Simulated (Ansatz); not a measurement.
# Si3N4 (Si3N4): the cost of one run

Computed with Ansatz 0.2.0 (DFT LDA, scalar-relativistic, plane waves, PAW, unless a step's input says otherwise).

A COD entry behind a cell of this session may itself be a prediction, so a difference from it is no test against experiment.

**1. The structure to begin with**

It takes space group Fd-3m (No. 227, cubic). Conventional cell: a = 7.676 Å, b = 7.676 Å, c = 7.676 Å, α = 90.00°, β = 90.00°, γ = 90.00°. Si (site symmetry -3m) has 6 N at 1.86 Å as nearest neighbours. Si (site symmetry -43m) has 4 N at 1.76 Å as nearest neighbours. N (site symmetry 3m) is surrounded by 4 Si at 1.76 to 1.86 Å.

As a file:

```
Si N
1.0
     0.00000    3.83825    3.83825
     3.83825    0.00000    3.83825
     3.83825    3.83825    0.00000
Si N
6 8
Direct
  0.62500 0.62500 0.62500
  0.12500 0.62500 0.62500
  0.62500 0.62500 0.12500
  0.62500 0.12500 0.62500
  0.00000 0.00000 0.00000
  0.25000 0.25000 0.25000
  0.38240 0.38240 0.38240
  0.39720 0.86760 0.86760
  0.38240 0.38240 0.85280
  0.86760 0.39720 0.86760
  0.85280 0.38240 0.38240
  0.86760 0.86760 0.86760
  0.38240 0.85280 0.38240
  0.86760 0.86760 0.39720
```

The structure rests on an entry of the Crystallography Open Database; cell or positions may have been set otherwise for this series.

**2. Relaxing cell and atoms: Si3N4 (Si3N4), no spin**

The input, input.yaml:

```yaml
crystal:
  lattice:
    - [0.0, 3.83825, 3.83825]
    - [3.83825, 0.0, 3.83825]
    - [3.83825, 3.83825, 0.0]
  atoms:
    - { symbol: Si, position: [0.625, 0.625, 0.625] }
    - { symbol: Si, position: [0.125, 0.625, 0.625] }
    - { symbol: Si, position: [0.625, 0.625, 0.125] }
    - { symbol: Si, position: [0.625, 0.125, 0.625] }
    - { symbol: Si, position: [0.0, 0.0, 0.0] }
    - { symbol: Si, position: [0.25, 0.25, 0.25] }
    - { symbol: "N", position: [0.3824, 0.3824, 0.3824] }
    - { symbol: "N", position: [0.3972, 0.8676, 0.8676] }
    - { symbol: "N", position: [0.3824, 0.3824, 0.8528] }
    - { symbol: "N", position: [0.8676, 0.3972, 0.8676] }
    - { symbol: "N", position: [0.8528, 0.3824, 0.3824] }
    - { symbol: "N", position: [0.8676, 0.8676, 0.8676] }
    - { symbol: "N", position: [0.3824, 0.8528, 0.3824] }
    - { symbol: "N", position: [0.8676, 0.8676, 0.3972] }
scf:
  occupations: { method: fixed }
output:
  forces: true
  stress: true
  eigenvalues: true
  write_density: true
  write_potential: true
  elf: true
  volumetric_format: npy
hamiltonian:
  xc: lda
kpoints:
  mp_grid: { grid: [2, 2, 2] }
basis:
  ecutwfc: 400
relax:
  f_tol: 0.002
  max_steps: 60
  cell: { stress_tol: 0.02 }
```

Command:

```console
$ ansatz run input.yaml --threads 4 --pin off --max-ram 10240MiB --backend cpu --events-out ev --progress --plain --runs-dir out
```

What time and memory should one allow on 4 threads of Arm Neoverse V2, shared host?

About 2.5 s, with a peak of 0.34 GiB.
